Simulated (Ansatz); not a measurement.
**Scaling over threads: PBEsol, a 2×2×1 supercell of BaLaSi2 (Cmcm), with one vacancy**

The runs below are of Ansatz 0.2.0 on an Arm Neoverse N1 node (56 of its 64 cores, memory capped at 64 GiB), one at a time and with no other job on the machine; times are wall-clock times from launch to exit. Times and memory are rounded to two significant figures, and ratios are formed from the unrounded values. A row is a single run, so small differences between rows aren't established. Precision is the program's default, which can work at lower precision in parts of a run.

Commands are shown without the flags for output files and display.

The PAW files were made with PBE. For this functional the program regenerates the frozen cores at set-up.

* atoms: 31
* valence electrons: 222
* cell volume: 952.9 Å³
* cutoff (chosen by the program): 420 eV
* k mesh: 3×3×3
* k points solved: 8
* symmetry operations used (translations within a supercell counted): 4
* plane waves at Γ: 18643
* dense FFT grid: 108×108×48
* bands at the start: 142
* spin: none
* first density: atoms corrected by the program's trained network

The input file:

```yaml
accuracy: low
crystal:
  lattice:
    - [4.671122, -15.108240, 0.000000]
    - [4.671122, 15.108240, 0.000000]
    - [0.000000, 0.000000, 6.751237]
  atoms:
    - { symbol: Ba, position: [0.139204, 0.360796, 0.750000] }
    - { symbol: La, position: [0.273819, 0.226182, 0.750000] }
    - { symbol: La, position: [0.226182, 0.273819, 0.250000] }
    # ... 27 more atoms, left out here ...
    - { symbol: Si, position: [0.537091, 0.962909, 0.431018] }
kpoints:
  mp_grid: { grid: [3, 3, 3] }
hamiltonian:
  xc: pbesol
scf:
  occupations: { method: fermi_dirac, width: 0.1 }
output: { forces: true, stress: true }
```

Commands:

```bash
taskset -c 8-63 ansatz run input.yaml --threads 8 --backend cpu --max-ram 64GiB
taskset -c 8-63 ansatz run input.yaml --threads 16 --backend cpu --max-ram 64GiB
taskset -c 8-63 ansatz run input.yaml --threads 28 --backend cpu --max-ram 64GiB
taskset -c 8-63 ansatz run input.yaml --threads 42 --backend cpu --max-ram 64GiB
taskset -c 8-63 ansatz run input.yaml --backend cpu --max-ram 64GiB
```

| threads | wall time | speed-up | efficiency | SCF clock | outside it | CPU time | SCF iterations | peak memory (GiB) | workers pinned | remarks |
| --- | --- | --- | --- | --- | --- | --- | --- | --- | --- | --- |
| 8 | 40 s | 1.0 | 100 % | 40 s | 0.60 s | 5.1 min | 8 | 5.0 | no | workers unbound |
| 16 | 21 s | 1.9 | 96 % | 21 s | 0.51 s | 5.3 min | 8 | 4.9 | no | workers unbound |
| 28 | 13 s | 3.0 | 87 % | 13 s | 0.50 s | 5.6 min | 8 | 4.9 | yes |  |
| 56 | 9.0 s | 4.5 | 64 % | 8.4 s | 0.61 s | 6.9 min | 8 | 5.2 | yes |  |

The SCF clock is the program's own. It runs from the start of the first SCF loop to the final result and holds forces, stress, later SCFs and response steps. Outside it lie start-up, exit and the set-up ahead of the first loop, which depends on the cell and the method.

«workers unbound»: the program didn't bind its workers to cores in this run.

Speed-up and efficiency count from the run on 8 threads. What limits the scaling wasn't traced.

The workers were bound to cores in some of these runs and not in others, so the runs aren't quite one series.

Question: What is the wall time on 42 threads?

Answer: It took 10 s, a speed-up of 3.9 and an efficiency of 74 %, with 6.2 min of CPU time. Its workers were bound to cores, unlike those of the run on 8 threads.
